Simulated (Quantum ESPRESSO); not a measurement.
# CsLi3O2 (P6/mmm) in Quantum ESPRESSO: reference runs

How does CsLi3O2 come out in PBE? The cell is run as given.

Everything below comes from runs of Quantum ESPRESSO 7.5. Logs are shortened: lines on timing, memory, paths and dates and some standing lists are left out, and cuts for length are marked.

**1. The structure**

Symmetry: P6/mmm, No. 191, hexagonal system. Conventional cell: a = 6.016 Å, b = 6.016 Å, c = 3.156 Å, α = 90.00°, β = 90.00°, γ = 120.00°. Around Cs (site symmetry 6/mmm) lie 2 Cs at 3.16 Å and 12 Li at 3.40 Å and 6 O at 3.47 Å. Li (site symmetry mmm) has 4 O at 2.35 Å as nearest neighbours. Around O (site symmetry -6m2) lie 6 Li at 2.35 Å.

The cell was built by a generator and needn't be a form met in nature.

**2. Single point, PBE**

Input file pw.in:

```
&CONTROL
  calculation = 'scf'
  prefix = 'pwscf'
  outdir = './tmp'
  pseudo_dir = './pseudo'
  tprnfor = .true.
  tstress = .true.
  disk_io = 'nowf'
/
&SYSTEM
  ibrav = 0
  nat = 6
  ntyp = 3
  ecutwfc = 55
  ecutrho = 440
  nbnd = 22
  occupations = 'smearing'
  smearing = 'fd'
  degauss = 0.00367493
/
&ELECTRONS
  conv_thr = 1.2d-09
  electron_maxstep = 120
  mixing_beta = 0.5
/
ATOMIC_SPECIES
Cs   132.9055 Cs_pbe_v1.uspp.F.UPF
Li     6.9400 li_pbe_v1.4.uspp.F.UPF
O     15.9990 O.pbe-n-kjpaw_psl.0.1.UPF
CELL_PARAMETERS angstrom
   6.0160349100    0.0000000000    0.0000000000
  -3.0080174600    5.2100390600    0.0000000000
   0.0000000000    0.0000000000    3.1564342000
ATOMIC_POSITIONS crystal
Cs     0.0000000000    0.0000000000    0.5000000000
Li     0.0000000000    0.5000000000    0.0000000000
Li     0.5000000000    0.5000000000    0.0000000000
Li     0.5000000000    0.0000000000    0.0000000000
O      0.6666666700    0.3333333300    0.5000000000
O      0.3333333300    0.6666666700    0.5000000000
K_POINTS automatic
5 5 8 0 0 0
```

Potentials or basis: SSSP 1.3 efficiency PBE.

Started as:

```bash
$ OMP_NUM_THREADS=1 pw.x -in pw.in > pw.out
```

pw.out:

```text
This program is part of the open-source Quantum ESPRESSO suite
     for quantum simulation of materials; please cite
         "P. Giannozzi et al., J. Phys.:Condens. Matter 21 395502 (2009);
         "P. Giannozzi et al., J. Phys.:Condens. Matter 29 465901 (2017);
         "P. Giannozzi et al., J. Chem. Phys. 152 154105 (2020);
     in publications or presentations arising from this work. More details at

     file O.pbe-n-kjpaw_psl.0.1.UPF: wavefunction(s)  2P renormalized
     Message from routine setup:
     using ibrav=0 with symmetry is DISCOURAGED, use correct ibrav instead

     G-vector sticks info
     --------------------
     sticks:   dense  smooth     PW     G-vecs:    dense   smooth      PW
     Sum        3901    1945    583               103959    36785    5865

     Using Slab Decomposition

     bravais-lattice index     =            0
     lattice parameter (alat)  =      11.3687  a.u.
     unit-cell volume          =     667.6436 (a.u.)^3
     number of atoms/cell      =            6
     number of atomic types    =            3
     number of electrons       =        30.00
     number of Kohn-Sham states=           22
     kinetic-energy cutoff     =      55.0000  Ry
     charge density cutoff     =     440.0000  Ry
     scf convergence threshold =      1.2E-09
     mixing beta               =       0.5000
     number of iterations used =            8  plain     mixing
     Exchange-correlation= SLA  PW   PBX  PBC
                           (   1   4   3   4   0   0   0)

     celldm(1)=  11.368658  celldm(2)=   0.000000  celldm(3)=   0.000000
     celldm(4)=   0.000000  celldm(5)=   0.000000  celldm(6)=   0.000000

     crystal axes: (cart. coord. in units of alat)
               a(1) = (   1.000000   0.000000   0.000000 )
               a(2) = (  -0.500000   0.866025   0.000000 )
               a(3) = (   0.000000   0.000000   0.524670 )

     reciprocal axes: (cart. coord. in units 2 pi/alat)
               b(1) = (  1.000000  0.577350 -0.000000 )
               b(2) = (  0.000000  1.154701  0.000000 )
               b(3) = (  0.000000 -0.000000  1.905959 )

     PseudoPot. # 1 for Cs read from file:
     Cs_pbe_v1.uspp.F.UPF
     Pseudo is Ultrasoft + core correction, Zval =  9.0
     Generated by new atomic code, or converted to UPF format
     Using radial grid of  905 points,  6 beta functions with:
                l(1) =   0
                l(2) =   0
                l(3) =   1
                l(4) =   1
                l(5) =   2
                l(6) =   2
     Q(r) pseudized with  6 coefficients,  rinner =    1.500   1.500   1.500
                                                       1.500   1.500

     PseudoPot. # 2 for Li read from file:
     li_pbe_v1.4.uspp.F.UPF
     Pseudo is Ultrasoft, Zval =  3.0
     Generated by new atomic code, or converted to UPF format
     Using radial grid of  751 points,  5 beta functions with:
                l(1) =   0
                l(2) =   0
                l(3) =   0
                l(4) =   1
                l(5) =   1
     Q(r) pseudized with 10 coefficients,  rinner =    1.150   1.150   1.150

     PseudoPot. # 3 for O  read from file:
     O.pbe-n-kjpaw_psl.0.1.UPF
     Pseudo is Projector augmented-wave + core cor, Zval =  6.0
     Generated using "atomic" code by A. Dal Corso  v.5.0.99 svn rev. 10869
     Shape of augmentation charge: BESSEL
     Using radial grid of 1095 points,  4 beta functions with:
                l(1) =   0
                l(2) =   0
                l(3) =   1
                l(4) =   1
     Q(r) pseudized with 0 coefficients

     atomic species   valence    mass     pseudopotential
     Cs                9.00   132.90550     Cs( 1.00)
     Li                3.00     6.94000     Li( 1.00)
     O                 6.00    15.99900     O ( 1.00)

     24 Sym. Ops., with inversion, found

   Cartesian axes

     site n.     atom                  positions (alat units)
         1        Cs     tau(   1) = (   0.0000000   0.0000000   0.2623351  )
         2        Li     tau(   2) = (  -0.2500000   0.4330127   0.0000000  )
         3        Li     tau(   3) = (   0.2500000   0.4330127   0.0000000  )
         4        Li     tau(   4) = (   0.5000000   0.0000000   0.0000000  )
         5        O      tau(   5) = (   0.5000000   0.2886751   0.2623351  )
         6        O      tau(   6) = (  -0.0000000   0.5773503   0.2623351  )

     number of k points=    25  Fermi-Dirac smearing, width (Ry)=  0.0037
                       cart. coord. in units 2pi/alat
        k(    1) = (   0.0000000   0.0000000   0.0000000), wk =   0.0100000
        k(    2) = (   0.0000000   0.0000000   0.2382449), wk =   0.0200000
        k(    3) = (   0.0000000   0.0000000   0.4764898), wk =   0.0200000
        k(    4) = (   0.0000000   0.0000000   0.7147347), wk =   0.0200000
        k(    5) = (   0.0000000   0.0000000  -0.9529796), wk =   0.0100000
        k(    6) = (   0.0000000   0.2309401   0.0000000), wk =   0.0600000
[... 17 lines left out ...]
        k(   24) = (   0.2000000   0.5773503   0.7147347), wk =   0.1200000
        k(   25) = (   0.2000000   0.5773503  -0.9529796), wk =   0.0600000

     Dense  grid:   103959 G-vectors     FFT dimensions: (  75,  75,  40)

     Smooth grid:    36785 G-vectors     FFT dimensions: (  54,  54,  30)

     Initial potential from superposition of free atoms

     starting charge      28.6084, renormalised to      30.0000
     Starting wfcs are   36 randomized atomic wfcs

     Self-consistent Calculation

     iteration #  1     ecut=    55.00 Ry     beta= 0.50
     Davidson diagonalization with overlap
     ethr =  1.00E-02,  avg # of iterations =  2.6

     total energy              =    -189.74718944 Ry
     estimated scf accuracy    <       0.81270628 Ry

     iteration #  2     ecut=    55.00 Ry     beta= 0.50
     Davidson diagonalization with overlap
     ethr =  2.71E-03,  avg # of iterations =  4.1
[... 11 lines left out ...]
     iteration #  4     ecut=    55.00 Ry     beta= 0.50
     Davidson diagonalization with overlap
     ethr =  3.07E-04,  avg # of iterations =  4.6

     total energy              =    -189.99182749 Ry
     estimated scf accuracy    <       0.00392327 Ry

     iteration #  5     ecut=    55.00 Ry     beta= 0.50
     Davidson diagonalization with overlap
     c_bands:  1 eigenvalues not converged
     ethr =  1.31E-05,  avg # of iterations =  9.2

     total energy              =    -189.99285737 Ry
     estimated scf accuracy    <       0.00038963 Ry

     iteration #  6     ecut=    55.00 Ry     beta= 0.50
     Davidson diagonalization with overlap
     c_bands:  1 eigenvalues not converged
     c_bands:  1 eigenvalues not converged
     ethr =  1.30E-06,  avg # of iterations =  6.4

     total energy              =    -189.99293160 Ry
     estimated scf accuracy    <       0.00016919 Ry

     iteration #  7     ecut=    55.00 Ry     beta= 0.50
     Davidson diagonalization with overlap
     ethr =  5.64E-07,  avg # of iterations =  2.2

     total energy              =    -189.99298349 Ry
     estimated scf accuracy    <       0.00003391 Ry
[... 26 lines left out ...]
     total energy              =    -189.99298961 Ry
     estimated scf accuracy    <       0.00000004 Ry

     iteration # 12     ecut=    55.00 Ry     beta= 0.50
     Davidson diagonalization with overlap
     ethr =  8.63E-11,  avg # of iterations =  2.0

     End of self-consistent calculation

          k = 0.0000 0.0000 0.0000 (  4569 PWs)   bands (ev):

   -40.5336 -40.5222 -40.5222 -19.1130 -10.6752 -10.5418  -5.7883  -5.7883
    -3.5231   2.6929   2.6929   3.7543   3.7543   4.5075   4.8061   5.8805
     6.9912   9.1461   9.1461  10.0026  10.0026  10.9231

          k = 0.0000 0.0000 0.2382 (  4586 PWs)   bands (ev):

   -40.5329 -40.5216 -40.5216 -19.0024 -10.6454 -10.5029  -5.6761  -5.6761
    -4.4075   2.7405   2.7405   3.8227   3.8227   4.0952   4.3806   6.4655
     8.0894   9.0525   9.0525   9.2593   9.2593  11.4760
[... 7 lines left out ...]
          k = 0.0000 0.0000 0.7147 (  4622 PWs)   bands (ev):

   -40.5296 -40.5187 -40.5187 -18.3895 -10.4961 -10.3062  -7.4860  -5.0616
    -5.0616   2.7721   2.8351   2.9824   2.9824   4.2058   4.2058   5.8825
     5.8825   8.1365  10.1989  10.1989  11.3022  12.4186

          k = 0.0000 0.0000-0.9530 (  4658 PWs)   bands (ev):

   -40.5289 -40.5182 -40.5182 -18.2410 -10.4640 -10.2636  -8.0149  -4.9148
    -4.9148   2.5496   2.5729   3.0353   3.0353   4.3217   4.3217   5.3273
     5.3273   8.7498  10.5392  10.8803  10.8804  11.3980

          k = 0.0000 0.2309 0.0000 (  4589 PWs)   bands (ev):

   -40.5326 -40.5232 -40.5222 -19.1126 -10.6738 -10.5548  -5.7914  -5.7605
    -3.5222   2.7875   2.8621   3.3965   3.7229   4.5266   4.7790   6.2358
     7.2107   8.3851   8.8010   9.7753  10.2191  11.6840
[... 13 lines left out ...]
          k = 0.0000 0.2309 0.7147 (  4621 PWs)   bands (ev):

   -40.5287 -40.5197 -40.5187 -18.3888 -10.4879 -10.3239  -7.4865  -5.0672
    -5.0462   2.7256   2.8231   3.0580   3.1411   3.9674   4.1899   5.8999
     6.0894   8.5504   9.8383  10.0483  10.9472  12.4953

          k = 0.0000 0.2309-0.9530 (  4632 PWs)   bands (ev):

   -40.5280 -40.5191 -40.5182 -18.2403 -10.4545 -10.2821  -8.0156  -4.9209
    -4.9020   2.4829   2.5651   3.1086   3.1928   4.0866   4.3006   5.3514
     5.5781   9.3058  10.0061  10.5151  10.8456  11.2951

          k = 0.0000 0.4619 0.0000 (  4568 PWs)   bands (ev):

   -40.5304 -40.5254 -40.5222 -19.1119 -10.6640 -10.5837  -5.7965  -5.7133
    -3.5207   2.6912   2.9742   3.5381   3.6408   4.5748   4.7174   6.4526
     7.3986   8.0124   8.4082   9.0899  10.3696  12.9969
[... 13 lines left out ...]
          k = 0.0000 0.4619 0.7147 (  4610 PWs)   bands (ev):

   -40.5266 -40.5218 -40.5188 -18.3876 -10.4636 -10.3637  -7.4874  -5.0761
    -5.0193   2.6580   2.8022   3.1923   3.2116   3.8865   4.1544   5.9288
     6.5297   8.7933   9.1939   9.8052  11.0763  12.2955

          k = 0.0000 0.4619-0.9530 (  4592 PWs)   bands (ev):

   -40.5259 -40.5211 -40.5182 -18.2390 -10.4277 -10.3240  -8.0166  -4.9308
    -4.8792   2.3864   2.5522   3.2384   3.3054   3.9569   4.2564   5.3914
     6.0680   9.1441   9.7187  10.7548  10.7935  11.1329

          k = 0.2000 0.3464 0.0000 (  4587 PWs)   bands (ev):

   -40.5310 -40.5248 -40.5222 -19.1120 -10.6650 -10.5792  -5.7839  -5.7338
    -3.5210   2.6329   3.1779   3.2638   3.7577   4.5634   4.7313   6.4223
     7.6306   7.7497   8.2576   9.6928  10.1075  12.6974
[... 13 lines left out ...]
          k = 0.2000 0.3464 0.7147 (  4602 PWs)   bands (ev):

   -40.5271 -40.5212 -40.5188 -18.3878 -10.4687 -10.3558  -7.4872  -5.0662
    -5.0324   2.6834   2.7904   3.0182   3.4162   3.7793   4.2184   6.0029
     6.3403   8.8340   9.4399   9.5534  11.0728  12.4621

          k = 0.2000 0.3464-0.9530 (  4608 PWs)   bands (ev):

   -40.5264 -40.5206 -40.5182 -18.2392 -10.4334 -10.3154  -8.0164  -4.9214
    -4.8909   2.4227   2.5318   3.0854   3.4661   3.8831   4.3137   5.4693
     5.8629   9.3363   9.9646  10.0477  10.9064  11.3035

          k = 0.2000 0.5774 0.0000 (  4588 PWs)   bands (ev):

   -40.5291 -40.5267 -40.5222 -19.1117 -10.6479 -10.6062  -5.7735  -5.7220
    -3.5203   2.4448   3.2472   3.4360   3.8606   4.6096   4.6782   6.4612
     7.3014   7.7318   8.2727   9.4403  10.1161  12.9140
[... 13 lines left out ...]
          k = 0.2000 0.5774 0.7147 (  4592 PWs)   bands (ev):

   -40.5253 -40.5230 -40.5188 -18.3873 -10.4412 -10.3913  -7.4876  -5.0617
    -5.0266   2.6714   2.7561   2.9259   3.5458   3.8005   4.2667   6.1103
     6.5034   8.6931   9.1096   9.3880  11.8984  11.9030

          k = 0.2000 0.5774-0.9530 (  4588 PWs)   bands (ev):

   -40.5246 -40.5224 -40.5182 -18.2386 -10.4041 -10.3526  -8.0170  -4.9181
    -4.8863   2.3992   2.4980   3.0117   3.6120   3.8706   4.3449   5.5903
     6.0237   8.9307   9.6954  10.1476  11.3004  11.5029

     the Fermi energy is     5.0660 ev

!    total energy              =    -189.99298961 Ry
     estimated scf accuracy    <          3.6E-10 Ry
     smearing contrib. (-TS)   =      -0.00002173 Ry
     internal energy E=F+TS    =    -189.99296788 Ry

     The total energy is F=E-TS. E is the sum of the following terms:
     one-electron contribution =     -53.08196065 Ry
     hartree contribution      =      35.69697807 Ry
     xc contribution           =     -55.31773148 Ry
     ewald contribution        =     -98.24102557 Ry
     one-center paw contrib.   =     -19.04922825 Ry

     convergence has been achieved in  12 iterations

     Forces acting on atoms (cartesian axes, Ry/au):

     atom    1 type  1   force =     0.00000000    0.00000000    0.00000000
     atom    2 type  2   force =     0.00000000    0.00000000    0.00000000
     atom    3 type  2   force =    -0.00000000   -0.00000000   -0.00000000
     atom    4 type  2   force =     0.00000000    0.00000000   -0.00000000
     atom    5 type  3   force =    -0.00000000   -0.00000000    0.00000000
     atom    6 type  3   force =     0.00000000    0.00000000    0.00000000

     Total force =     0.000000     Total SCF correction =     0.000000

     Computing stress (Cartesian axis) and pressure

          total   stress  (Ry/bohr**3)                   (kbar)     P=      -66.49
  -0.00061772  -0.00000000   0.00000000          -90.87       -0.00        0.00
  -0.00000000  -0.00061772   0.00000000           -0.00      -90.87        0.00
   0.00000000  -0.00000000  -0.00012050            0.00       -0.00      -17.73

=------------------------------------------------------------------------------=
   JOB DONE.
=------------------------------------------------------------------------------=
```

Wall time 58 s (1 thread of Intel Xeon Platinum 8488C (Sapphire Rapids), shared host); peak memory 0.44 GiB.

Results:

```yaml
Free_energy: -2584.9863 eV
Pressure: -6.6 GPa
Band_gap_on_the_k_mesh: 0.52 eV, indirect (least direct gap 1.01 eV)
```

Levels at points of the mesh, in eV from the valence-band top:
```
            k point  band 13  band 14  band 15  band 16  band 17  band 18
 (0.00, 0.00, 0.00)    -1.05    -0.30     0.00     1.07     2.19     4.34
(0.00, 0.00, -0.50)    -1.77    -0.48    -0.48     0.52     0.52     3.94
```

Caveat: spin-orbit coupling is left out, which moves the levels of the heavy elements; an odd mesh through Γ misses points on the zone boundary, where band edges often lie.
